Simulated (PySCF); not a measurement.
# F5Sn ([SnF5]-): the cost of one run

Program: PySCF 2.14.0. Level of theory: levels as typed in each script, gas phase, geometry from GFN2-xTB. These are calculated values, not measurements.

### 1 Where the work starts

6 atoms, charge -1, spin multiplicity 1.

Bond lengths: Sn1–F2 1.990 Å, Sn1–F3 1.990 Å, Sn1–F4 1.999 Å, Sn1–F5 1.999 Å, Sn1–F6 1.999 Å. Angles: F2–Sn1–F3 179.9°, F2–Sn1–F4 90.0°, F2–Sn1–F5 90.0°, F2–Sn1–F6 90.0°, F3–Sn1–F4 90.0°, F3–Sn1–F5 90.0°, F3–Sn1–F6 90.0°, F4–Sn1–F5 119.8°, F4–Sn1–F6 120.0°, F5–Sn1–F6 120.2°.

As a file:

```xyz
6

Sn    0.0000   -0.0002    0.0005
F     1.9902   -0.0013    0.0006
F    -1.9902   -0.0016    0.0006
F     0.0000    0.5204   -1.9297
F    -0.0001    1.4156    1.4115
F     0.0002   -1.9318    0.5144
```

### 2 Excited states (PBE0/def2-svpd)

Input file input.py:

```python
import numpy as np
from pyscf import gto, scf, dft, tdscf
from pyscf.scf import atom_ks, atom_hf
from scipy.linalg import block_diag

def solve(mol, dm0=None, hcore=None):
    mf = (dft.UKS if mol.spin else dft.RKS)(mol, xc='pbe0')
    mf.grids.level = 3
    mf = mf.density_fit(auxbasis='def2-universal-jkfit')
    mf.conv_tol, mf.max_cycle = 1e-8, 80
    if hcore is not None:
        mf.get_hcore = lambda *args: hcore
    mf.kernel(dm0)
    if not mf.converged:
        mf = mf.newton().run(mf.mo_coeff, mf.mo_occ, max_cycle=30)
    assert mf.converged, 'SCF not converged'
    return mf

mol = gto.M(atom='''
Sn     0.00000    -0.00023     0.00046
F      1.99020    -0.00133     0.00065
F     -1.99023    -0.00159     0.00060
F      0.00000     0.52041    -1.92968
F     -0.00014     1.41558     1.41145
F      0.00017    -1.93180     0.51444
''', basis='def2-svpd', ecp={'Sn': 'def2-svpd'}, charge=-1, spin=0, verbose=4)
mf = solve(mol)
td = mf.TDA()
td.nstates, td.singlet, td.conv_tol = 5, True, 1e-5
td.kernel()
td.analyze()
x, y = np.array([p[0] for p in td.xy]), np.array([p[1] + 0 * p[0] for p in td.xy])
f, mu = td.oscillator_strength(), td.transition_dipole()
nto = [td.get_nto(state=i + 1, verbose=4) for i in range(len(td.e))]
# spherically averaged free atoms, for the promolecule
atom_ks.AtomSphAverageRKS.init_guess_by_vsap = lambda self, mol=None: self.init_guess_by_minao(mol)  # core potentials
atm = atom_ks.get_atm_nrks(mol, xc='pbe0')
pro = block_diag(*[(atm[a[0]][2] * atm[a[0]][3]) @ atm[a[0]][2].T for a in mol._atom])
np.savez('result.npz', e=td.e, f=f, ok=td.converged, w=[n[0] for n in nto], nto=[n[1] for n in nto], x=x, y=y, c=mf.mo_coeff, occ=mf.mo_occ, eps=mf.mo_energy, pro=pro, mu=mu)
```

The run is started by

```bash
$ OMP_NUM_THREADS=1 python input.py
```

What time and memory should one allow on 1 thread of Intel Xeon Platinum 8259CL at 2.50GHz (Skylake/Cascade Lake), shared host?

About 3.5 min, with a peak of 0.76 GiB.
